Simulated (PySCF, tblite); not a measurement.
# C₇H₉O₂ radical: geometry, infrared bands and EPR parameters

Aim: predict the infrared bands and EPR parameters of C₇H₉O₂ radical (`CCC(=O)C(=O)[C@H]1[CH]C1`).

Computed with tblite 0.8.0 and PySCF 2.14.0, with density-fitted response routines of our own, on a single molecule in the gas phase. Atoms count from 0, in the outputs and in this text.

### Step 1. Starting geometry

18 atoms, charge 0, multiplicity 2; geometry from: force field or distance geometry start.

Bonds of the start (Å): C0–C1 1.53, C1–C2 1.50, C2–O3 1.22, C2–C4 1.53, C4–O5 1.22, C4–C6 1.48, C6–C7 1.46, C7–C8 1.45, C8–C6 1.50, C0–H9 1.10, C0–H10 1.09, C0–H11 1.08, C1–H12 1.11, C1–H13 1.09, C6–H14 1.08, C7–H15 1.09, C8–H16 1.09, C8–H17 1.09.

### Step 2. Relaxing the molecule with GFN2-xTB

Job settings and geometry (Å):

```
{"job": {"kind": "relax", "xc": "GFN2-xTB", "basis": "xTB"}, "charge": 0, "multiplicity": 2}
C      2.942600    -1.288200     0.238800
C      1.928100    -0.144500     0.343800
C      0.583900    -0.529700    -0.191600
O      0.307400    -1.599300    -0.714200
C     -0.498600     0.548300    -0.076400
O     -0.221900     1.671900     0.310500
C     -1.866600     0.141700    -0.483200
C     -2.948100     0.588600     0.384700
C     -2.872100     1.153600    -0.944500
H      2.587400    -2.168800     0.795000
H      3.076100    -1.580200    -0.807100
H      3.899300    -0.985100     0.649200
H      1.811900     0.128200     1.417000
H      2.307700     0.717400    -0.205700
H     -1.988500    -0.864600    -0.849900
H     -2.814400     1.172400     1.293100
H     -2.593300     2.204100    -0.993500
H     -3.649600     0.840400    -1.637700
```

On the command line:

```sh
> OMP_NUM_THREADS=1 python probes_run.py task.json out
```

One launch serves the whole session: the jobs run in the order shown.

**Question.** This job is followed by: GFN2-xTB harmonic vibrations, gas phase; UKS B3LYP, pcH-1 on C H O, non-relativistic, mean-field spin-orbit, GIAO. Predict these results of the whole session: strongest single infrared mode (GFN2-xTB); zero-point energy (GFN2-xTB); g(iso) (B3LYP); ⟨S²⟩; largest a(iso) (averaged by class); surface potential, 1st and 99th percentile.

**Answer**, as computed:

```
                                 quantity                  value
strongest single infrared mode (GFN2-xTB)  1706 cm⁻¹, 276 km/mol
             zero-point energy (GFN2-xTB)          87.4 kcal/mol
                           g(iso) (B3LYP)                2.00280
                                     ⟨S²⟩     0.754 (exact 0.75)
       largest a(iso) (averaged by class)   13C on C7, 289.2 MHz
    surface potential, 1st and 99th percentile     -1.32 V and 1.17 V
```

**Reading.** Relaxing lowered the energy by 0.180 eV in 94 steps; the close pair that moved most is C6–C8, from 1.499 to 1.540 Å. No mode is imaginary among the 48: a minimum at this level. The strongest single mode, at 1706 cm⁻¹, moves mainly C4 and O5. GFN2-xTB is a fitted tight-binding method: band positions and strengths are rough. Its intensities can rank the bands wrongly. Most of the unpaired spin sits on C7 (0.96 e). The isotropic g lies 0.5 ppt above the free-electron value.
